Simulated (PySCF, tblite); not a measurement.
# C₅H₁₀N₂Si: geometry, infrared bands and NMR shifts

Wanted: the infrared bands and NMR shifts of C₅H₁₀N₂Si (`C[SiH](C)n1cccn1`), by calculation.

Programs: tblite 0.8.0 and PySCF 2.14.0, with density-fitted response routines of our own. Each step states its level of theory. These are calculated values for one molecule in the gas phase, unless marked as measured. Atoms count from 0, in the outputs and in this text.

### 1 Starting geometry

18 atoms, charge 0, multiplicity 1; geometry from: force field or distance geometry start.

Bonds of the start (Å): C0–Si1 1.87, Si1–C2 1.84, Si1–N3 1.79, N3–C4 1.35, C4–C5 1.39, C5–C6 1.37, C6–N7 1.35, N7–N3 1.33, C0–H8 1.09, C0–H9 1.11, C0–H10 1.10, Si1–H11 1.49, C2–H12 1.11, C2–H13 1.11, C2–H14 1.09, C4–H15 1.09, C5–H16 1.09, C6–H17 1.08.

### 2 Relaxing the molecule with GFN2-xTB

What the job is given:

```
{"job": {"kind": "relax", "xc": "GFN2-xTB", "basis": "xTB"}, "charge": 0, "multiplicity": 1}
C     -1.347800     1.827500     0.041700
Si    -1.036200     0.031100     0.474700
C     -2.209500    -1.107000    -0.363700
N      0.682000    -0.318500     0.127700
C      1.705700     0.561100     0.094300
C      2.868100    -0.135400    -0.218700
C      2.517600    -1.453000    -0.348600
N      1.193800    -1.518300    -0.119700
H     -1.106900     2.034600    -1.005300
H     -2.402100     2.054200     0.317700
H     -0.685500     2.411300     0.701800
H     -1.338600    -0.055400     1.932300
H     -2.397800    -0.853900    -1.424500
H     -3.199900    -0.965700     0.122500
H     -1.961700    -2.160900    -0.202000
H      1.666700     1.633300     0.259800
H      3.863300     0.299100    -0.322300
H      3.179900    -2.277700    -0.577800
```

On the command line:

```bash
$ OMP_NUM_THREADS=1 python probes_run.py task.json out
```

One launch serves the whole session: the jobs run in the order shown.

**Question.** This job is followed by: GFN2-xTB harmonic vibrations, gas phase; GIAO PBE0/pcSseg-1 NMR shielding, non-relativistic, gas phase. Predict these results of the whole session: strongest single infrared mode (GFN2-xTB); zero-point energy (GFN2-xTB); ¹³C shifts against TMS (PBE0/pcSseg-1, means over atoms taken as alike); ¹H shifts against TMS (PBE0/pcSseg-1, means over atoms taken as alike); ²⁹Si shifts against TMS (PBE0/pcSseg-1); ¹⁵N shifts against NH3 (PBE0/pcSseg-1).

As calculated:

```
                                                               quantity                             value
                              strongest single infrared mode (GFN2-xTB)             2195 cm⁻¹, 324 km/mol
                                           zero-point energy (GFN2-xTB)                     88.5 kcal/mol
¹³C shifts against TMS (PBE0/pcSseg-1, means over atoms taken as alike)     146.9, 137.5, 112.3, -2.3 ppm
 ¹H shifts against TMS (PBE0/pcSseg-1, means over atoms taken as alike)  7.89, 7.56, 6.56, 5.39, 0.61 ppm
                                ²⁹Si shifts against TMS (PBE0/pcSseg-1)                          -6.4 ppm
                                 ¹⁵N shifts against NH3 (PBE0/pcSseg-1)                  353.1, 236.9 ppm
```

In words: Relaxing lowered the energy by 0.514 eV in 52 steps; the close pair that moved most is Si1–C2, from 1.837 to 1.892 Å. All 48 modes are real, so the xTB geometry is a minimum. The strongest single mode, at 2195 cm⁻¹, moves mainly H11. GFN2-xTB is a fitted tight-binding method: band positions and strengths are rough. Its intensities can rank the bands wrongly. At PBE0/pcSseg-1: Shielding is most anisotropic at N7 (span 521 ppm, paramagnetic term -408 ppm). NICS(1)zz of -32 ppm above the planar ring from N3 marks a diatropic (aromatic) ring current.
